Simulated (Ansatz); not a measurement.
# Cl2GaH4N (built from SMILES [H][H].[NH2][Ga]([Cl])[Cl]): search for a transition state, part 2 of 2

Ansatz 0.2.0, Gaussian basis; PBE0-D4.

## (6) Checking the order of the point

File vib/in.yaml:

```yaml
crystal:
  periodic: [false, false, false]
  atoms:
    - {symbol: Ga, position_ang: [-0.688807, 0.187760, -0.471043]}
    - {symbol: N, position_ang: [1.069905, 0.029626, 0.323529]}
    - {symbol: Cl, position_ang: [-0.994577, -0.876400, -2.296258]}
    - {symbol: Cl, position_ang: [-1.755349, 1.986697, -0.042507]}
    - {symbol: H, position_ang: [0.036051, -0.740728, 0.953138]}
    - {symbol: H, position_ang: [-0.920968, -0.982416, 0.937122]}
    - {symbol: H, position_ang: [1.796203, -0.439348, -0.203603]}
    - {symbol: H, position_ang: [1.457541, 0.834908, 0.799522]}
basis:
  gaussian: {orbitals: def2-TZVP}
hamiltonian: {xc: pbe0, dispersion: d4}
phonons: {temperatures: {t_min: 298.15, t_max: 900, t_step: 200}}
```

On the command line:

```
> ansatz run in.yaml --threads 4 --pin off --events-out ev --progress --plain --max-ram 9574MiB
```

Standard output, shortened:

```text
Functional definition: PBE0
  name "PBE0"
  cite "Adamo & Barone, J. Chem. Phys. 110, 6158 (1999) doi:10.1063/1.478522"
  cite "Perdew, Burke & Ernzerhof, Phys. Rev. Lett. 77, 3865 (1996) doi:10.1103/PhysRevLett.77.3865"
  parent pbe
[...]
1280 factors; their error is unknown
[...]
mean field -78965.24354230 eV, -2901.9191756152 hartree, gradient 1.7e-5 eV, S^2 0.000000; 0 other end points of the search recorded, 0 dependent functions left out
[...]
reference -78965.24357193 eV, -2901.9191767039 hartree; 38, 38 occupied and 139, 139 virtual orbitals, 1280 factors
[... from here to the last solve, the lines of the solves are left out (47 solves) ...]
1280 factors; their error is unknown
[...]
mean field -78965.24349774 eV, -2901.9191739774 hartree, gradient 2.1e-6 eV, S^2 0.000000; 0 other end points of the search recorded, 0 dependent functions left out
[...]
WARN: phonons: modes at or below zero, which the zero-point energy, F, S and C_V leave out: 1, the lowest at -1337.28 cm⁻¹. A minimum has none, and a first-order saddle one
[...]
Total energy: -78965.41988633 eV, -2901.9256561386 hartree
Atom 0 at    -0.688807     0.187760    -0.471043 Å, force     0.003359    -0.000596     0.001804 eV/Å
Atom 1 at     1.069905     0.029626     0.323529 Å, force    -0.000991     0.002538    -0.003637 eV/Å
Atom 2 at    -0.994577    -0.876400    -2.296258 Å, force     0.000216    -0.000624    -0.000621 eV/Å
Atom 3 at    -1.755349     1.986697    -0.042507 Å, force    -0.000193     0.000801     0.000484 eV/Å
Atom 4 at     0.036051    -0.740728     0.953138 Å, force    -0.002375    -0.000244    -0.000513 eV/Å
Atom 5 at    -0.920968    -0.982416     0.937122 Å, force     0.002062    -0.000048     0.000770 eV/Å
Atom 6 at     1.796203    -0.439348    -0.203603 Å, force    -0.001120    -0.000762     0.000992 eV/Å
Atom 7 at     1.457541     0.834908     0.799522 Å, force    -0.000958    -0.001065     0.000721 eV/Å
Dipole moment:     0.640056    -0.074527     0.310750 e Å
Vibrations: -1337.28 118.87 121.61 177.40 252.61 391.90 446.70 483.84 589.61 705.94 768.20 880.61 1398.32 1522.19 1744.90 1846.86 3533.46 3641.42 cm⁻¹, zero-point energy 1.154569 eV
```

It took 43 s on 4 threads of AMD EPYC 9R45, shared host; peak memory 0.53 GiB.

Wavenumbers and character of the modes:

| mode | wavenumber (cm⁻¹) | character |
| --- | --- | --- |
| 1 | 1337i | changes Ga1–H6, N2–H5, H5–H6 |
| 2 | 119 | bend |
| 3 | 122 | bend |
| 4 | 177 | torsion with bend |
| 5 | 253 | torsion |
| 6 | 392 | Ga–Cl stretch |
| 7 | 447 | Ga–Cl stretch |
| 8 | 484 | torsion with bend |
| 9 | 590 | Ga–N stretch |
| 10 | 706 | torsion |
| 11 | 768 | bend |
| 12 | 881 | Ga–H stretch with bend |
| 13 | 1398 | bend |
| 14 | 1522 | bend |
| 15 | 1745 | Ga–H stretch |
| 16 | 1847 | bend with Ga–H stretch |
| 17 | 3533 | N–H stretch |
| 18 | 3641 | N–H stretch |

Vibrational sums (real modes only):

| T (K) | entropy (J/mol/K) | heat capacity (J/mol/K) |
| --- | --- | --- |
| 298 | 58.4 | 62.6 |
| 498 | 96.1 | 84.6 |
| 698 | 127.0 | 98.4 |
| 898 | 153.0 | 107.8 |

## (7) Relaxing after a step of 0.30 Å one way along the mode

File downa/in.yaml:

```yaml
crystal:
  periodic: [false, false, false]
  atoms:
    - {symbol: Ga, position_ang: [-0.818899, 0.107163, -0.412638]}
    - {symbol: N, position_ang: [1.024704, -0.031080, 0.385324]}
    - {symbol: Cl, position_ang: [-0.982301, -0.870051, -2.316697]}
    - {symbol: Cl, position_ang: [-1.747106, 2.008566, -0.050911]}
    - {symbol: H, position_ang: [0.304393, -0.621336, 0.891994]}
    - {symbol: H, position_ang: [-0.975311, -0.936382, 0.860332]}
    - {symbol: H, position_ang: [1.765377, -0.460546, -0.176560]}
    - {symbol: H, position_ang: [1.429144, 0.803767, 0.819056]}
basis:
  gaussian: {orbitals: def2-TZVP}
hamiltonian: {xc: pbe0, dispersion: d4}
relax: {f_tol: 0.005, max_steps: 200}
```

On the command line:

```
> ansatz run in.yaml --threads 4 --pin off --events-out ev --progress --plain --max-ram 9574MiB
```

Standard output, shortened:

```text
[... 5 set-up lines as earlier in the session ...]
[...]
1280 factors; their error is unknown
[...]
mean field -78965.87680614 eV, -2901.9424476321 hartree, gradient 5.6e-5 eV, S^2 0.000000; 0 other end points of the search recorded, 0 dependent functions left out
[...]
reference -78965.87683563 eV, -2901.9424487157 hartree; 38, 38 occupied and 139, 139 virtual orbitals, 1280 factors
relax step   1: F+E_penalty+E_count = -78966.04997993 eV  Δ(F+E_penalty+E_count) = +0.000e0 eV  max|allowed force component| = 1.798e0 eV/Å  Δτ_max = 0.0000 Å  (28 SCF iters, accepted)
[...]
reference -78967.23019418 eV, -2901.9921837251 hartree; 38, 38 occupied and 139, 139 virtual orbitals, 1280 factors
Total energy: -78967.40833735 eV, -2901.9987303658 hartree
Atom 0 at    -1.039082    -0.108370    -0.213058 Å, force    -0.001053     0.001506    -0.002262 eV/Å
Atom 1 at     0.970879    -0.047717     0.388333 Å, force     0.001758    -0.000239     0.000882 eV/Å
Atom 2 at    -0.664565    -0.759729    -2.260021 Å, force     0.001296    -0.000266     0.000466 eV/Å
Atom 3 at    -1.407213     2.035362    -0.059799 Å, force     0.001212     0.000012     0.000695 eV/Å
Atom 4 at     1.198093    -0.621093     1.193291 Å, force    -0.001207    -0.000024    -0.000373 eV/Å
Atom 5 at    -1.793450    -1.067885     0.751246 Å, force     0.001964    -0.000648     0.001499 eV/Å
Atom 6 at     1.536280    -0.349746    -0.399604 Å, force    -0.002102     0.000278    -0.000102 eV/Å
Atom 7 at     1.199058     0.919280     0.599512 Å, force    -0.001868    -0.000619    -0.000805 eV/Å
Dipole moment:     1.020814    -0.283703     0.704971 e Å
```

It took 13 s on 4 threads of AMD EPYC 9R45, shared host; peak memory 0.53 GiB.

Relaxation path:

| step | energy from step 1 (eV) | largest force component (eV/Å) |
| --- | --- | --- |
| 1 | 0.0000 | 1.7982 |
| 2 | -0.5435 | 1.9889 |
| 3 | -0.8740 | 1.5031 |
| 4 | -1.0884 | 1.6356 |
| 5 | -1.2707 | 0.2035 |
| 6 | -1.3391 | 0.2973 |
| 7 | -1.3554 | 0.1873 |
| 8 | -1.3580 | 0.0328 |
| 9 | -1.3583 | 0.0162 |
| 10 | -1.3583 | 0.0023 |

Distances of close pairs at the start and the end, largest changes first:

| bond | before (Å) | after (Å) | change (Å) |
| --- | --- | --- | --- |
| Ga1–H5 | 1.869 | 2.692 | +0.822 |
| Ga1–H6 | 1.653 | 1.556 | -0.098 |
| Ga1–N2 | 2.014 | 2.099 | +0.085 |
| N2–H5 | 1.060 | 1.014 | -0.046 |
| Ga1–Cl3 | 2.146 | 2.181 | +0.034 |
| Ga1–Cl4 | 2.147 | 2.181 | +0.034 |
| N2–H7 | 1.024 | 1.016 | -0.008 |
| N2–H8 | 1.024 | 1.016 | -0.008 |

## (8) Relaxing after a step of 0.30 Å the other way along the mode

File downb/in.yaml:

```yaml
crystal:
  periodic: [false, false, false]
  atoms:
    - {symbol: Ga, position_ang: [-0.558715, 0.268356, -0.529447]}
    - {symbol: N, position_ang: [1.115107, 0.090333, 0.261734]}
    - {symbol: Cl, position_ang: [-1.006852, -0.882748, -2.275818]}
    - {symbol: Cl, position_ang: [-1.763592, 1.964828, -0.034102]}
    - {symbol: H, position_ang: [-0.232290, -0.860120, 1.014281]}
    - {symbol: H, position_ang: [-0.866625, -1.028449, 1.013911]}
    - {symbol: H, position_ang: [1.827029, -0.418149, -0.230646]}
    - {symbol: H, position_ang: [1.485939, 0.866049, 0.779988]}
basis:
  gaussian: {orbitals: def2-TZVP}
hamiltonian: {xc: pbe0, dispersion: d4}
relax: {f_tol: 0.005, max_steps: 200}
```

On the command line:

```
> ansatz run in.yaml --threads 4 --pin off --events-out ev --progress --plain --max-ram 9574MiB
```

Standard output, shortened:

```text
[... 5 set-up lines as earlier in the session ...]
[...]
1280 factors; their error is unknown
[...]
mean field -78965.24569480 eV, -2901.9192547178 hartree, gradient 3.4e-5 eV, S^2 0.000000; 0 other end points of the search recorded, 0 dependent functions left out
[...]
reference -78965.24572503 eV, -2901.9192558290 hartree; 38, 38 occupied and 139, 139 virtual orbitals, 1280 factors
relax step   1: F+E_penalty+E_count = -78965.42192090 eV  Δ(F+E_penalty+E_count) = +0.000e0 eV  max|allowed force component| = 5.831e0 eV/Å  Δτ_max = 0.0000 Å  (27 SCF iters, accepted)
[...]
reference -78966.13439877 eV, -2901.9519139865 hartree; 38, 38 occupied and 139, 139 virtual orbitals, 1280 factors
Total energy: -78966.30361325 eV, -2901.9581325040 hartree
Atom 0 at    -0.281978     0.459266    -0.678614 Å, force    -0.002527     0.000117    -0.001003 eV/Å
Atom 1 at     1.377099     0.362944     0.003810 Å, force    -0.000857    -0.000093    -0.000160 eV/Å
Atom 2 at    -0.912795    -0.893629    -2.191991 Å, force     0.000524     0.000123     0.000924 eV/Å
Atom 3 at    -1.660053     1.918424     0.021625 Å, force     0.000748    -0.000717     0.000260 eV/Å
Atom 4 at    -0.824182    -1.365381     1.456325 Å, force     0.000191     0.000013     0.000044 eV/Å
Atom 5 at    -1.540296    -1.384992     1.239432 Å, force    -0.000046     0.000517    -0.000671 eV/Å
Atom 6 at     2.092436    -0.193021    -0.432884 Å, force     0.001143    -0.000577    -0.000167 eV/Å
Atom 7 at     1.749769     1.096489     0.582199 Å, force     0.000824     0.000616     0.000773 eV/Å
Dipole moment:     0.508068     0.001852     0.169157 e Å
```

It took 15 s on 4 threads of AMD EPYC 9R45, shared host; peak memory 0.53 GiB.

Along the way:

| step | energy from step 1 (eV) | largest force component (eV/Å) |
| --- | --- | --- |
| 1 | 0.0000 | 5.8309 |
| 2 | -0.5770 | 0.8912 |
| 3 | -0.7726 | 0.6152 |
| 4 | -0.8457 | 0.4839 |
| 5 | -0.8741 | 0.2096 |
| 6 | -0.8796 | 0.1260 |
| 7 | -0.8811 | 0.1297 |
| 8 | -0.8814 | 0.1011 |
| 9 | -0.8815 | 0.0770 |
| 10 | -0.8816 | 0.0089 |
| 11 | -0.8816 | 0.0160 |
| 12 | -0.8817 | 0.0025 |

Distances of close pairs at the start and the end, largest changes first:

| bond | before (Å) | after (Å) | change (Å) |
| --- | --- | --- | --- |
| Ga1–H5 | 1.940 | 2.860 | +0.920 |
| H5–H6 | 0.656 | 0.748 | +0.092 |
| Ga1–N2 | 1.860 | 1.797 | -0.063 |
| Ga1–Cl3 | 2.139 | 2.126 | -0.013 |
| Ga1–Cl4 | 2.139 | 2.126 | -0.013 |
| N2–H7 | 1.004 | 1.006 | +0.002 |
| N2–H8 | 1.004 | 1.006 | +0.002 |

## (9) What the saddle joins

| pair | start side (Å) | saddle (Å) | end side (Å) |
| --- | --- | --- | --- |
| Ga1–H6 | 2.943 | 1.846 | 1.556 |
| N2–H5 | 3.153 | 1.435 | 1.014 |
| Ga1–N2 | 1.797 | 1.936 | 2.099 |
| H5–H6 | 0.748 | 0.987 | 3.057 |

## (10) Summary of results

This closing draws on all 2 parts.

```
                       quantity                                                       value
                 imaginary mode                                                  1337i cm⁻¹
    barrier from the start side                                               20.4 kcal/mol
      barrier from the end side                                               45.9 kcal/mol
             energy of the step                                              -25.5 kcal/mol
              pairs that change  Ga1–H6 formed, N2–H5 formed, Ga1–N2 loosened, H5–H6 broken
zero-point energy at the saddle                                                    1.155 eV
```

One imaginary mode, 1337i cm⁻¹, makes this a first-order saddle. The two relaxations end on the structures that were planned. A bond meant to break is only loosened at the end: the products stay bound as an adduct. At PBE0-D4/def2-TZVP the electronic barrier is 20.4 kcal/mol, about 34 kT at 298 K, and the step runs 25.5 kcal/mol downhill. With so stiff a mode tunnelling counts: Wigner's rough correction is a factor of 2.7 at 298 K. These are plain relaxations, not an intrinsic reaction coordinate.
